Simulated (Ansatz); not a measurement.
# F3OSi: the cost of one run

Method: UKS B3LYP-D4/def2-SVP; program: Ansatz 0.2.0.

### Step 1. The starting structure

5 atoms, charge 0, spin multiplicity 2.

Atoms are counted from 1 here; the program's logs count them from 0.

Bond lengths: O1–Si2 1.674 Å, Si2–F3 1.608 Å, Si2–F4 1.610 Å, Si2–F5 1.608 Å. Angles: O1–Si2–F3 112.8°, O1–Si2–F4 104.5°, O1–Si2–F5 112.2°, F3–Si2–F4 110.0°, F3–Si2–F5 107.0°, F4–Si2–F5 110.4°.

Geometry (Å):

```xyz
5
charge 0, multiplicity 2
O     1.1188    1.2285   -0.0217
Si   -0.0077   -0.0095    0.0002
F    -1.3667    0.3711   -0.7694
F     0.7228   -1.2336   -0.7474
F    -0.4172   -0.4301    1.4970
```

This geometry comes from a loose relaxation at PBE in a small basis, which is not shown.

### Step 3. Plan of the scan

The axes are (1) bond length Si2–F4: 7 values from 1.403 to 1.992 Å; (2) bond length Si2–F5: 7 values from 1.307 to 2.391 Å.

Nothing else is relaxed (all other coordinates rigid). Energies count from the relaxed molecule at the same level. Points are written as (first, second).

(The set-up runs are not shown.)

### Step 4. Point (1.501 Å, 2.391 Å)

input.yaml reads:

```yaml
crystal:
  periodic: [false, false, false]
  atoms:
    - { symbol: O, position_ang: [1.102277, 1.232283, -0.019355] }
    - { symbol: Si, position_ang: [-0.005826, -0.016679, -0.002334] }
    - { symbol: F, position_ang: [-1.34939, 0.375613, -0.765324] }
    - { symbol: F, position_ang: [0.669341, -1.164234, -0.695349] }
    - { symbol: F, position_ang: [-0.60938, -0.635856, 2.226841] }
magnetization:
  spin_polarized: true
  initial_magnetization: 1
basis:
  gaussian: { orbitals: def2-SVP }
hamiltonian:
  xc: { name: B3LYP }
  dispersion: d4
output:
  forces: true
```

The run is started by

```console
$ ansatz run input.yaml --threads 1 --pin off --max-ram 2560MiB --backend cpu --events-out ev --progress --plain --runs-dir out
```

**Question.** How long does this run take on 1 thread of Arm Neoverse V2, shared host, and how much memory does it need?

About 17 s, with a peak of 0.19 GiB.
